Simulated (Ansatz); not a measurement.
CH₆BNO, SMILES CB(N)O, a polarisability from point charges

Computed with the Python package of Ansatz (0.2.0).

Interactive session:
```pycon
>>> import ansatz as az
>>> import numpy as np
>>> BASIS_SET = "def2-SVPD"
>>> LEVEL = "mp2"
>>> geometry_ang = [
...     ("C", (-0.9791, 0.70799, -0.13645)),
...     ("B", (0.39018, -0.11706, -0.09209)),
...     ("N", (0.57082, -1.14419, 0.83785)),
...     ("O", (1.42627, 0.11579, -0.9509)),
...     ("H", (-1.678, 0.24647, -0.83231)),
...     ("H", (-1.46955, 0.74144, 0.83221)),
...     ("H", (-0.83244, 1.73459, -0.4677)),
...     ("H", (1.41423, -1.68814, 0.8699)),
...     ("H", (-0.11425, -1.41611, 1.51764)),
...     ("H", (1.27184, 0.81923, -1.57817)),
... ]
>>> mol = az.Crystal.molecule()
>>> for symbol, xyz in geometry_ang:
...     mol = mol.atom(symbol, xyz)
...
>>> job = (
...     mol.calculation()
...     .basis(gaussian=BASIS_SET)
...     .correlation(LEVEL)
...     .forces()
... )
>>> # charges +q and -q at -R and +R make a nearly even field 2 k q / R^2 at the centre
>>> centre = np.mean([site.position_ang for site in mol.cartesian_sites], axis=0)
>>> field = 2 * 14.399645 * 2.0 / 40.0 ** 2
>>> def dipole(axis, sign):
...     arm = 40.0 * np.eye(3)[axis]
...     pair = [{"charge": sign * 2.0, "position_ang": (centre - arm).tolist()}, {"charge": -sign * 2.0, "position_ang": (centre + arm).tolist()}]
...     deck = job.input().set(az.key.basis.gaussian.point_charges, pair)
...     return np.array(az.Session.from_dict(deck).plan().execute().report["charge_distribution"]["dipole_moment_e_ang"])
...
>>> print(f"field {field:.4f} V/A")
field 0.0360 V/A
>>> alpha = np.array([(dipole(axis, 1) - dipole(axis, -1)) / (2 * field) * 14.399645 for axis in range(3)])
>>> print("polarisability tensor (A^3)")
polarisability tensor (A^3)
>>> print(np.array2string(alpha, precision=3, suppress_small=True))
[[ 6.072 -0.393 -0.182]
 [-0.393  5.981 -0.764]
 [-0.182 -0.763  5.895]]
>>> print(f"mean {np.trace(alpha) / 3:.3f} A^3 = {np.trace(alpha) / 3 / 0.14818471:.2f} bohr^3")
mean 5.982 A^3 = 40.37 bohr^3
```

The geometry is a force-field or estimated start, not a minimum of this method, and the basis set is short of its limit. The field of two point charges is only nearly even. Wall time of the script: 39 s on 1 thread of Arm Neoverse V1 (shared host), peak memory 0.44 GiB.
